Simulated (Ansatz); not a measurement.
This script makes cell relaxations under several functionals of ZnS, space group F-43m with Ansatz's Python interface.

Script `lattice_zns.py`:
```python
"""Relaxed cell of ZnS under several functionals."""

import ansatz as az
import numpy as np

def edges_and_angles(cell):
    cell = np.asarray(cell)
    a, b, c = np.linalg.norm(cell, axis=1)
    cosines = cell[1] @ cell[2] / (b * c), cell[0] @ cell[2] / (a * c), cell[0] @ cell[1] / (a * b)
    return (a, b, c, *np.degrees(np.arccos(cosines)))

zns = (
    az.Lattice.of((0.0, 2.702, 2.702), (2.702, 0.0, 2.702), (2.702, 2.702, 0.0))
    .atom("Zn", (0.25, 0.25, 0.25))
    .atom("S", (0.0, 0.0, 0.0))
)

setup = (
    zns.calculation()
    .occupations("fermi_dirac", width=200 * az.meV)
    .kpoints(7, 7, 7, center="monkhorst-pack")
    .scf(algorithm="density_mixing", self_checks="high")
    .relax(cell=True, force_tolerance=0.1)
)

levels = [("pbe", "d4"), ("r2scan", "rvv10"), ("r2scan", "d4")]
print("level            a       b       c    alpha   beta  gamma  V/atom  steps")
for name, dispersion in levels:
    seen = []
    run = setup.functional(name, dispersion=dispersion).session().plan()
    out = run.execute(on_event=lambda e: seen.append(e) if e["event"] == "relax_step" else None)
    cell = out.lattice.cell_ang
    label = name if dispersion == "none" else f"{name}+{dispersion}"
    print("{:13s} {:7.4f} {:7.4f} {:7.4f} {:6.2f} {:6.2f} {:6.2f}".format(label, *edges_and_angles(cell)), f"{abs(np.linalg.det(cell)) / len(out.lattice.sites):7.3f} {len(seen):5d}")
```

Rank the levels of theory by the volume of the relaxed cell.

From smallest to largest: r2SCAN+RVV10 (19.34 Å³ an atom, -2.0 % against the start), r2SCAN+D4 (19.34 Å³ an atom, -1.9 % against the start) and PBE+D4 (19.44 Å³ an atom, -1.5 % against the start). The spread is 0.5 % in volume.

The run itself:

`python lattice_zns.py` gives:
```text
level            a       b       c    alpha   beta  gamma  V/atom  steps
DeckWarning: basis.ecutwfc = 420 eV, auto-derived from the records' recommended cutoffs: set by Zn (normal level)
pbe+d4         3.8025  3.8025  3.8025  60.00  60.00  60.00  19.439     4
DeckWarning: basis.ecutwfc = 500 eV, auto-derived from the records' recommended cutoffs: set by Zn (their level for a meta-GGA)
r2scan+rvv10   3.7958  3.7958  3.7958  60.00  60.00  60.00  19.337     4
r2scan+d4      3.7962  3.7962  3.7962  60.00  60.00  60.00  19.343     4
```
(Warnings from the package without file and line.)

What to keep in mind:
- The settings weren't tested for convergence.
- Forces vanish by symmetry, so the ions can't move, and the end may be a saddle.
- Edges and angles are those of the cell as typed, here a primitive one, not of the conventional cell.
- Of the deposited cell: the entry's cell lengths or inner coordinates differ somewhat from later room-temperature determinations.
- The starting cell is as deposited in a crystallographic database; the results hold for this polymorph, which needn't be the stable one.
- Hardware and time: 38 s on 1 thread of Arm Neoverse V1, on a shared host, peak memory 0.56 GiB.
